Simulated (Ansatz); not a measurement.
# CH3F2GaS: the cost of one run

Computed with Ansatz 0.2.0, Gaussian basis. Level: the settings change from run to run.

## Step 1: The geometry

The geometry comes from an earlier relaxation with PBE0-D4 in a triple-zeta def2 set; it is a stationary point, not always the lowest conformer.

SMILES `C[S][Ga]([F])[F]`, 8 atoms, charge 0, spin multiplicity 1.

Atoms are counted from 1 here; the program's logs count them from 0.

Bond lengths: C1–S2 1.824 Å, C1–H6 1.087 Å, C1–H7 1.089 Å, C1–H8 1.088 Å, S2–Ga3 2.159 Å, Ga3–F4 1.745 Å, Ga3–F5 1.738 Å. Angles: S2–C1–H6 111.5°, S2–C1–H7 105.5°, S2–C1–H8 111.3°, H6–C1–H7 109.2°, H6–C1–H8 110.1°, H7–C1–H8 109.2°, C1–S2–Ga3 100.1°, S2–Ga3–F4 121.2°, S2–Ga3–F5 124.4°, F4–Ga3–F5 114.4°.

Geometry (Å):

```xyz
8
CH3F2GaS
C    -0.49392   -0.83600    1.00140
S     0.77790    0.47151    0.98581
Ga    0.68509    1.06350   -1.08801
F    -0.40910    0.28609   -2.20271
F     1.66105    2.31531   -1.79506
H    -0.26208   -1.62594    0.29095
H    -0.47773   -1.24628    2.01056
H    -1.48122   -0.42819    0.79706
```

## Step 2: B2GP-PLYP/def2-mTZVPP

This run has the search for lower states set to off.

File in.yaml:

```yaml
crystal:
  periodic: [false, false, false]
  atoms:
    - {symbol: C, position_ang: [-0.493918, -0.835999, 1.001404]}
    - {symbol: S, position_ang: [0.777904, 0.471511, 0.985806]}
    - {symbol: Ga, position_ang: [0.685090, 1.063497, -1.088010]}
    - {symbol: F, position_ang: [-0.409097, 0.286088, -2.202707]}
    - {symbol: F, position_ang: [1.661049, 2.315313, -1.795058]}
    - {symbol: H, position_ang: [-0.262081, -1.625938, 0.290951]}
    - {symbol: H, position_ang: [-0.477729, -1.246283, 2.010557]}
    - {symbol: H, position_ang: [-1.481219, -0.428189, 0.797056]}
basis:
  gaussian: {orbitals: def2-mTZVPP}
hamiltonian: {xc: {name: B2GP-PLYP}}
scf: {lower_state_search: off}
output: {forces: true}
```

The run is started by

```sh
> ansatz run in.yaml --threads 4 --pin off --events-out ev --progress --plain --max-ram 10444MiB
```

**Question.** How long does this run take on 4 threads of Arm Neoverse V2, shared host, and how much memory does it need?

About 7.5 s, with a peak of 0.52 GiB.
